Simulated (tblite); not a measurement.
# AgClF: the cost of one run

Computed with tblite 0.8.0 and PySCF 2.14.0; each step states its level. No surroundings beyond the atoms listed, unless a continuum is named. Atoms count from 0, parts from 1.

## (1) The system as given

3 atoms, charge -1, multiplicity 1; geometry: rigid parts in contact. Parts: 1 = atoms 0–1, `[Cl][Ag]`, charge 0; 2 = atom 2, `[F-]`, charge -1.

## (2) Search for minima with GFN2-xTB

Job settings and geometry (Å):

```
{"job": {"kind": "dock", "xc": "GFN2-xTB", "basis": "xTB"}, "charge": -1, "multiplicity": 1, "parts": [{"atoms": "0-1", "charge": 0, "multiplicity": 1}, {"atoms": "2-2", "charge": -1, "multiplicity": 1}]}
Cl    -0.931843     0.407676    -0.432877
Ag     0.931843    -0.407676     0.432877
F      2.639148    -1.785723     1.588817
```

Method: GFN2-xTB search for minima from random contacts, gas phase.

Launch:

```
$ OMP_NUM_THREADS=1 python cluster_run.py task.json out
```

The driver reads the jobs from task.json and runs them one after another.

**Question.** How long does this first job take on 1 thread of Arm Neoverse V1, shared host?

About 1.2 s.
